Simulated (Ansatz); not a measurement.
# B2H4Cl2: how energies converge with the basis set

An exercise on one series of results from a longer session: the logs are not shown, and one member is left open.

Program: Ansatz 0.2.0, Gaussian basis. Level of theory: one geometry, several basis sets. These are calculated values, not measurements.

Levels to be run: PBE0-D4/def2-SVP; ωB97M-V/def2-SVP; PBE0-D4/def2-QZVPP; ωB97M-V/def2-QZVPP; CCSD(T)/cc-pV(D+d)Z; CCSD(T)/cc-pV(T+d)Z; CCSD(T)/cc-pV(Q+d)Z; the functionals' def2-TZVPP values are taken from earlier runs.

## The geometry

An earlier PBE0-D4 in a triple-zeta def2 set relaxation fixed the geometry.

SMILES `[BH2-]1[Cl+][BH2-][Cl+]1`, 8 atoms, charge 0, spin multiplicity 1.

Atoms are counted from 1 here; the program's logs count them from 0.

Bond lengths: B1–Cl2 1.951 Å, B1–Cl4 1.951 Å, B1–H5 1.188 Å, B1–H6 1.189 Å, Cl2–B3 1.951 Å, B3–Cl4 1.951 Å, B3–H7 1.189 Å, B3–H8 1.188 Å. Angles: Cl2–B1–Cl4 94.7°, Cl2–B1–H5 109.8°, Cl2–B1–H6 108.3°, Cl4–B1–H5 109.8°, Cl4–B1–H6 108.3°, H5–B1–H6 122.4°, B1–Cl2–B3 81.6°, Cl2–B3–Cl4 94.7°, Cl2–B3–H7 108.3°, Cl2–B3–H8 109.8°, Cl4–B3–H7 108.3°, Cl4–B3–H8 109.8°, H7–B3–H8 122.4°, B1–Cl4–B3 81.6°.

The first run:

Contents of in.yaml:

```yaml
crystal:
  periodic: [false, false, false]
  atoms:
    - {symbol: B, position_ang: [-0.343922, 1.148471, -0.434609]}
    - {symbol: Cl, position_ang: [-1.340158, -0.179115, 0.591692]}
    - {symbol: B, position_ang: [0.349858, -1.143472, 0.442970]}
    - {symbol: Cl, position_ang: [0.979138, -0.123763, -1.097304]}
    - {symbol: H, position_ang: [-1.009691, 1.543605, -1.335921]}
    - {symbol: H, position_ang: [0.195217, 1.882500, 0.329727]}
    - {symbol: H, position_ang: [1.025005, -0.858736, 1.379337]}
    - {symbol: H, position_ang: [0.144553, -2.269488, 0.124099]}
basis:
  gaussian: {orbitals: def2-SVP}
hamiltonian: {xc: pbe0, dispersion: d4}
output: {orbitals: {seedname: orbitals}}
```

Started as:

```
ansatz run in.yaml --threads 2 --pin off --events-out ev --progress --plain --max-ram 22528MiB --backend cpu
```

Among the steps run: PBE0-D4 in def2-SVP; ωB97M-V in def2-SVP; PBE0-D4 in def2-QZVPP; ωB97M-V in def2-QZVPP.

One of the session's tables, all rows but one given; the rest of the session is left out.

| functional | basis | HOMO (eV) | LUMO (eV) |
| --- | --- | --- | --- |
| PBE0-D4 | def2-SVP | -8.45 | 0.20 |
| PBE0-D4 | def2-TZVPP | -8.49 | -0.45 |
| PBE0-D4 | def2-QZVPP | -8.51 | -0.56 |
| ωB97M-V | def2-SVP | -10.69 | 2.19 |
| ωB97M-V | def2-TZVPP | ? | ? |
| ωB97M-V | def2-QZVPP | -10.79 | 1.12 |

**Question.** Estimate the row for ωB97M-V, def2-TZVPP.

The run gave: HOMO (eV): -10.77; LUMO (eV): 1.47. In the column «HOMO (eV)» it lies between ωB97M-V, def2-QZVPP (-10.79) and ωB97M-V, def2-SVP (-10.69).
